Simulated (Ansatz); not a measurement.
# Gd2CuO4: a single-point run

The task is a single-point run on Gd2CuO4. The structure is shown as the input types it.

Program: Ansatz 0.2.0. Level of theory: DFT PBEsol+U, scalar-relativistic, plane waves, PAW; settings changed (as first typed). These are calculated values, not measurements.

6 further runs of the same task are left out: 1 that didn't finish, 5 set aside as unsound or not needed.

### Step 1. The system as given

It takes space group I4/mmm (No. 139, tetragonal). Conventional cell: a = 3.872 Å, b = 3.872 Å, c = 11.799 Å, α = 90.00°, β = 90.00°, γ = 90.00°. Gd (site symmetry 4mm) has 4 O at 2.27 Å in its first shell of neighbours. Around Cu (site symmetry 4/mmm) lie 4 O at 1.94 Å. O (site symmetry -4m2) is surrounded by 4 Gd at 2.27 Å. O (site symmetry mmm) has 2 Cu at 1.94 Å in its first shell of neighbours.

Structure file:

```xyz
14
Lattice="-3.8718 3.8718 0.0000 3.8718 3.8718 0.0000 1.9359 -1.9359 -5.8994" Properties=species:S:1:pos:R:3 pbc="T T T"
Gd    1.9359    1.9359   -1.7735
Gd   -1.9359    1.9359   -1.7735
Gd    0.0000    3.8718   -4.1259
Gd    0.0000    0.0000   -4.1259
Cu    0.0000    3.8718    0.0000
Cu    0.0000    0.0000    0.0000
O     1.9359    0.0000   -2.9497
O     1.9359    3.8718   -2.9497
O     0.0000    1.9359   -2.9497
O     0.0000    5.8078   -2.9497
O     0.0000    1.9359    0.0000
O     0.0000    5.8078    0.0000
O    -1.9359    3.8718    0.0000
O     1.9359    3.8718    0.0000
```

### Step 2. The calculation

The input, input.yaml:

```yaml
crystal:
  lattice:
    - [-3.8718350668, 3.8718350668, 0.0]
    - [3.8718350668, 3.8718350668, 0.0]
    - [1.9359175334, -1.9359175334, -5.8994101941]
  atoms:
    - { symbol: Gd, position: [0.1503126189, 0.5, 0.3006252377], spin: 7.52 }
    - { symbol: Gd, position: [0.6503126189, 0.0, 0.3006252377], spin: 7.52 }
    - { symbol: Gd, position: [0.8496873811, 0.5, 0.6993747623], spin: 7.52 }
    - { symbol: Gd, position: [0.3496873811, 0.0, 0.6993747623], spin: 7.52 }
    - { symbol: Cu, position: [0.5, 0.5, 0.0] }
    - { symbol: Cu, position: [0.0, 0.0, 0.0] }
    - { symbol: O, position: [0.0, 0.25, 0.5] }
    - { symbol: O, position: [0.5, 0.75, 0.5] }
    - { symbol: O, position: [0.5, 0.25, 0.5] }
    - { symbol: O, position: [1.0, 0.75, 0.5] }
    - { symbol: O, position: [0.25, 0.25, 0.0] }
    - { symbol: O, position: [0.75, 0.75, 0.0] }
    - { symbol: O, position: [0.75, 0.25, 0.0] }
    - { symbol: O, position: [0.25, 0.75, 0.0] }
basis:
  ecutwfc: 420
kpoints:
  mp_grid: { grid: [4, 4, 4] }
hamiltonian:
  xc: pbesol
  hubbard:
    sites:
      - { species: Gd, l: f, u_eff: 6.0 }
      - { species: Cu, l: d, u_eff: 4.0 }
scf:
  occupations: { method: fermi_dirac, width: 0.3 }
  lower_state_search: "off"
  n_extra_bands: 0
  max_iter: 60
output:
  forces: true
  eigenvalues: true
  stress: true
magnetization:
  spin_polarized: true
```

Launch:

```
> ansatz run input.yaml --threads 8 --pin off --max-ram 14336MiB --backend cpu --events-out ev --progress --plain --runs-dir out
```

**Question.** How will this run end, and is anything wrong with its input?

The run ended at the input check. The line that matters: «inconsistent input (scf.n_extra_bands): n_bands = 79 cannot host the net starting moment |Σ_I m_I| = 30.0800 μB: with N_el = 158 the majority spin channel must hold (N_el + |M|)/2 = 94.0400 electrons at no more than one per band — ...»

The suspect setting: scf.n_extra_bands is 0. The band count leaves no room above the highest filled state.

What to do: delete scf.n_extra_bands (the default then holds).
